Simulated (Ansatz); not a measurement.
**CH4BNSTe: basis-set convergence**

Aim: see how fast density functionals converge with the basis set for CH4BNSTe.

The runs use Ansatz 0.2.0, Gaussian basis; one geometry, several basis sets.

The runs, in order: PBE0-D4/def2-SVP; ωB97M-V/def2-SVP; PBE0-D4/def2-QZVPP; ωB97M-V/def2-QZVPP; the functionals' def2-TZVPP values are taken from earlier runs.

### Step 1. The geometry

The geometry comes from an earlier relaxation with PBE0-D4 in a triple-zeta def2 set; it is a stationary point, not always the lowest conformer. Te takes the def2 core potential; no spin-orbit term is included.

SMILES `C=NB(S)[TeH]`, 9 atoms, charge 0, spin multiplicity 1.

Atoms are counted from 1 here; the program's logs count them from 0.

Bond lengths: C1–N2 1.245 Å, C1–H6 1.097 Å, C1–H7 1.094 Å, N2–B3 1.373 Å, B3–S4 1.816 Å, B3–Te5 2.174 Å, S4–H8 1.342 Å, Te5–H9 1.656 Å. Angles: N2–C1–H6 122.4°, N2–C1–H7 120.9°, H6–C1–H7 116.8°, C1–N2–B3 152.7°, N2–B3–S4 119.2°, N2–B3–Te5 120.2°, S4–B3–Te5 120.5°, B3–S4–H8 97.4°, B3–Te5–H9 94.0°.

### Step 2. PBE0-D4 in def2-SVP

Input file in.yaml:

```yaml
crystal:
  periodic: [false, false, false]
  atoms:
    - {symbol: C, position_ang: [1.339618, 1.042146, -0.771913]}
    - {symbol: N, position_ang: [0.443269, 0.193215, -0.609841]}
    - {symbol: B, position_ang: [-0.318572, -0.642645, 0.168889]}
    - {symbol: S, position_ang: [0.229462, -2.354274, 0.427535]}
    - {symbol: Te, position_ang: [-2.203273, 0.051745, 1.001372]}
    - {symbol: H, position_ang: [1.937865, 1.430959, 0.061072]}
    - {symbol: H, position_ang: [1.563976, 1.438349, -1.766567]}
    - {symbol: H, position_ang: [-0.844669, -2.778429, 1.110502]}
    - {symbol: H, position_ang: [-2.059176, 1.572736, 0.361950]}
basis:
  gaussian: {orbitals: def2-SVP}
hamiltonian: {xc: pbe0, dispersion: d4}
output: {orbitals: {seedname: orbitals}}
```

Further steps of the session: ωB97M-V in def2-SVP; PBE0-D4 in def2-QZVPP; ωB97M-V in def2-QZVPP.

**Question.** What will the summary of the whole plan be? Wanted: PBE0-D4: double and triple zeta above quadruple; ωB97M-V: double and triple zeta above quadruple.

The runs gave:

| quantity | value |
| --- | --- |
| PBE0-D4: double and triple zeta above quadruple | 8.11, 0.56 eV |
| ωB97M-V: double and triple zeta above quadruple | 8.23, 0.53 eV |

**Reading.** PBE0-D4 gains 7.56 eV from double to triple zeta, then 0.56 eV more. Total energies overstate the basis error of differences, where much of it tends to cancel.
